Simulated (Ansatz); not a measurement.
LiPb, space group R-3m, a relaxation of the ions

Run with Ansatz 0.2.0 through its Python package.

Contents of `POSCAR`:
```text
LiPb
1.0
   2.49350000    1.43962290    2.06266667
  -2.49350000    1.43962290    2.06266667
   0.00000000   -2.87924579    2.06266667
Li Pb
1 1
Direct
   0.50000000    0.50000000    0.50000000
   0.00000000    0.00000000    0.00000000
```

`lipb_relax.py`
```python
"""Ionic relaxation of LiPb."""

from collections import Counter
import warnings

import ansatz as az
from ase.data import atomic_numbers
from ase.io import read
import numpy as np
import spglib

config = {
    "functional": "r2SCAN",
    "kmesh": (6, 6, 6),
    "smearing": "fermi_dirac",
    "smearing_width": 0.05,
    "fmax": 0.02,
}

warnings.simplefilter("ignore", az.DeckWarning)

atoms = read("POSCAR", format="vasp")
structure = az.Crystal.from_ase(atoms)

job = (
    structure.calculation()
    .functional(config["functional"])
    .kpoints(*config["kmesh"])
    .occupations(config["smearing"], width=config["smearing_width"])
    .relax(force_tolerance=config["fmax"], random_displacement=True, displacement_amplitude=0.05, displacement_seed=17)
)
steps = []


def collect(event):
    if event["event"] == "relax_step":
        steps.append(event["data"])


result = job.session().plan().execute(on_event=collect)
summary = result.report
for s in steps:
    flag = "" if s["accepted"] else "  (rejected)"
    print("step %2d  E = %.5f eV  Fmax = %.4f eV/A%s" % (s["step"], s["lagrangian_ev"], s["allowed_force_max_ev_ang"], flag))

first, last = steps[0], steps[-1]
symbols = [site.symbol for site in result.lattice.sites]
print(f"energy gained {first['lagrangian_ev'] - last['lagrangian_ev']:.4f} eV in {len(steps) - 1} steps")

fractions = [site.position_frac for site in result.lattice.sites]
numbers = [atomic_numbers[s] for s in symbols]
for tolerance in (1e-3, 1e-2, 1e-1):
    print(f"space group at {tolerance} A:", spglib.get_spacegroup((result.lattice.cell_ang, fractions, numbers), symprec=tolerance))

moved = np.linalg.norm(np.array(last["positions_ang"]) - np.array(first["positions_ang"]), axis=1)
print("displacement by atom (A):", " ".join(f"{s}:{d:.3f}" for s, d in zip(symbols, moved)))

print("%-22s %14.5f eV" % ("F = E - TS", summary["free_energy_ev"]))
print("%-22s %14.5f eV" % ("E", summary["internal_energy_ev"]))
print("%-22s %14.5f eV" % ("Harris-Foulkes", summary["harris_foulkes_ev"]))
print("%-22s %14.5f eV" % ("Fermi level", summary["fermi_energy_ev"]))

told = Counter((n["data"]["severity"], n["data"]["kind"]) for n in result.notices if n["event"] == "notice")
for (severity, kind), count in sorted(told.items()):
    print(f"{severity:8s} {kind} x{count}")
```

```console
$ python lipb_relax.py
step  1  E = -12126.66259 eV  Fmax = 0.0775 eV/A
step  2  E = -12126.66430 eV  Fmax = 0.0420 eV/A
step  3  E = -12126.66505 eV  Fmax = 0.0013 eV/A
energy gained 0.0025 eV in 2 steps
space group at 0.001 A: R3m (160)
space group at 0.01 A: R-3m (166)
space group at 0.1 A: Pm-3m (221)
displacement by atom (A): Li:0.031 Pb:0.031
F = E - TS               -12126.66505 eV
E                        -12126.65741 eV
Harris-Foulkes           -12126.66505 eV
Fermi level                   8.36659 eV
audit    band_cg_iterations x4
audit    displaced_walk_ended_near_start_symmetry x1
audit    preconditioner_resolved x4
```

Notes:
- Absolute energies stand on the zero of these potentials, so only differences at equal settings mean something. A total without «per atom» is that of the cell as typed.
- For a metal this k-point mesh is coarse: on a finer one energies can move by several to tens of meV an atom and pressures by half a GPa or more, differences at one mesh by less.
- The zero of the levels is a convention of the potentials, so an absolute Fermi energy is no work function.
- Energies along a relaxation are free energies. A last row that repeats the one before re-solves the same geometry more tightly.
- The first row is the displaced cell, and groups found at tight tolerances show what the force threshold leaves of the kick.
- Spin-orbit coupling, which matters for elements this heavy, is left out.
- The starting cell is as deposited in a crystallographic database; the results hold for this polymorph, which needn't be the stable one.
- Wall time of the script: 43 s on 1 thread of Arm Neoverse V2, on a shared host, peak memory 0.6 GiB.

(Lines on the test bed's own set-up are left out of the output.)
